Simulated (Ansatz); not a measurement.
**Sn: properties at the relaxed cell**

An exercise on one series of results from a longer session: the logs are not shown, and one member is left open.

Computed with Ansatz 0.2.0 (DFT PBEsol+D3(BJ), scalar-relativistic, plane waves, PAW, unless a step's input says otherwise).

**The starting structure**

The structure is orthorhombic, space group Immm (No. 71). Conventional cell: a = 3.461 Å, b = 3.644 Å, c = 3.974 Å, α = 90.00°, β = 90.00°, γ = 90.00°. Sn (site symmetry mmm) is surrounded by 12 Sn at 3.20 to 3.64 Å.

As a file:

```
CELL_PARAMETERS angstrom
-1.82215 1.73046 1.98682
1.82215 -1.73046 1.98682
1.82215 1.73046 -1.98682
ATOMIC_POSITIONS crystal
Sn 0.00000 0.00000 0.00000
```

It goes back to an entry of the Materials Project, which need not be the stable form.

This cell was relaxed beforehand with the same method: volume 25.06 Å³/atom, gap on the mesh none (metal).

Set-up of the first run:

File input.yaml:

```yaml
crystal:
  lattice:
    - [-1.8037461557, 1.7129778281, 1.9667541532]
    - [1.8037461557, -1.7129778281, 1.9667541532]
    - [1.8037461557, 1.7129778281, -1.9667541532]
  atoms:
    - { symbol: Sn, position: [0.0, 0.0, 0.0] }
basis:
  ecutwfc: 420
kpoints:
  mp_grid: { grid: [16, 16, 16] }
hamiltonian:
  xc: pbesol
  dispersion: d3bj
scf:
  occupations: { method: gaussian, width: 0.1 }
output:
  forces: true
  stress: true
  eigenvalues: true
relax:
  adjacent_minimum: "off"
  f_tol: 0.01
  max_steps: 30
  cell: { stress_tol: 0.1, fix: [volume] }
```

Started as:

```sh
$ ansatz run input.yaml --threads 1 --pin off --max-ram 2560MiB --backend cpu --events-out ev --progress --plain --runs-dir out
```

Steps of the session up to this table: The cell scaled to 0.97 of its volume; Volume × 1.03; The cell scaled to 0.94 of its volume; Point at V/V0 = 1.06; Volume × 0.91; The cell scaled to 1.10 of its volume; Point at V/V0 = 0.88.

One of the session's tables, all rows but one given; the rest of the session is left out.

It belongs to the step «Equation of state». 

```
volume (Å³/atom)  energy above the lowest point (meV/atom)  pressure (GPa)
          22.052                                      86.2           10.69
          22.804                                      44.4            7.25
          23.556                                      17.5            4.36
          24.307                                       4.6            2.05
          25.059                                       0.0           -0.02
          25.811                                         ?               ?
          26.563                                      15.8           -3.19
          27.565                                      37.0           -4.46
```

Q: Estimate the row for volume (Å³/atom) = 25.811 from the others.

Worked estimate for «energy above the lowest point (meV/atom)». A straight line through the neighbours (25.059, 0.0) and (26.563, 15.8) gives 0.0 + (15.8 − 0.0) × (25.811 − 25.059) / (26.563 − 25.059) = 7.9; a parabola fitted to 4 rows on both sides gives 4.9.

The run gave: energy above the lowest point (meV/atom): 4.2; pressure (GPa): -1.74. In «energy above the lowest point (meV/atom)» the line misses by +3.7 and the parabola by +0.7.
